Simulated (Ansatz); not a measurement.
# AlGe (doublet): from Hartree-Fock to the top rungs at distance Ge1–Al2 = 4.477 Å, cc-pVDZ

An exercise on one series of results from a longer session: the logs are not shown, and one member is left open.

Program: Ansatz 0.2.0, Gaussian basis. Level of theory: cc-pVDZ, core rule «outside noble gas», up to 19 orbitals frozen. These are calculated values, not measurements.

To be run: UHF; CCSD(T) on ROHF; CCSD(T) on UHF; BCCD(T) on ROHF; CISD as a restricted active space (open shells left free, so some higher excitations enter); CCSDT(Q) on ROHF; CCSDT(Q) on UHF; CASSCF and MRCISD+Q, 3 electrons in 3 orbitals; CASSCF and NEVPT2, 3 electrons in 3 orbitals; CASSCF and MRCISD+Q, 7 electrons in 8 orbitals; CASSCF and NEVPT2, 7 electrons in 8 orbitals; Full CI.

34 further runs of the same task are left out: 4 for a known fault of the program, 24 that didn't finish, 6 set aside as unsound or not needed. Runs told in other sessions of the task aren't counted.

**The system**

The geometry derives from a PBE0/def2-TZVP stationary point (not a proven minimum). One bond is set to the value named and the two fragments are kept rigid. No spin-orbit coupling is included. The filled d shell of Ge may be among the frozen orbitals whatever the setting's name suggests.

2 atoms, charge 0, spin multiplicity 2.

Atoms are counted from 1 here; the program's logs count them from 0.

No contacts short enough for the rule that draws bonds.

Coordinates:

```xyz
2
charge 0, multiplicity 2
Ge    0.00000    0.00000    0.00000
Al    0.00000    0.00000    4.47700
```

Set-up of the first run:

The input, in.yaml:

```yaml
crystal:
  periodic: [false, false, false]
  atoms:
    - {symbol: Ge, position_ang: [0.000000, 0.000000, 0.000000]}
    - {symbol: Al, position_ang: [0.000000, 0.000000, 4.477000]}
basis:
  gaussian: {orbitals: cc-pVDZ}
magnetization: {spin_polarized: true, initial_magnetization: 1}
hamiltonian: {xc: hf}
output: {orbitals: {seedname: orbitals}}
```

Started as:

```
$ ansatz run in.yaml --threads 1 --pin off --events-out ev --progress --plain --max-ram 2393MiB
```

Among the steps run: UHF; CCSD(T) on ROHF; CCSD(T) on UHF; BCCD(T) on ROHF; CISD as a restricted active space (open shells left free, so some higher excitations enter); CCSDT(Q) on ROHF; CCSDT(Q) on UHF; CASSCF and MRCISD+Q, 3 electrons in 3 orbitals; CASSCF and NEVPT2, 3 electrons in 3 orbitals; CASSCF and MRCISD+Q, 7 electrons in 8 orbitals; CASSCF and NEVPT2, 7 electrons in 8 orbitals; Full CI.

One of the session's tables, all rows but one given; the rest of the session is left out.

| method | from FCI (kJ/mol) |
| --- | --- |
| ROHF | +432.0 |
| RMP2 | +162.3 |
| CISD | +83.0 |
| RCCSD | +24.5 |
| RCCSD(T) | +5.8 |
| BCCD(T) | ? |
| RCCSDT | +2.4 |
| RCCSDT(Q) | 0.0 |
| CASSCF pair | +298.7 |
| NEVPT2 pair | +87.8 |
| MRCISD pair | +24.7 |
| MRCISD+Q pair | -6.8 |
| FCI | 0 |

Estimate the missing values for BCCD(T).

The run gave: from FCI (kJ/mol): +9.0. In the column «from FCI (kJ/mol)» it lies between RCCSD(T) (+5.8) and RCCSD (+24.5).

Left out of the table: CASSCF valence, NEVPT2 valence, MRCISD valence, MRCISD+Q valence (the active space lost an orbital or holds another state than full CI finds).

Caveats from the session: The report flags that the cluster equations may have other roots. Left out of the table: UHF, UMP2, UCCSD, UCCSD(T), UCCSDT, UCCSDT(Q) (another determinant or state than the rows shown). The program flags RCCSD(T), BCCD(T), RCCSDT(Q) as in doubt, so those rows may rest on another solution. MRCISD+Q pair falls below full CI: the +Q correction isn't variational, and the cores differ from full CI's.
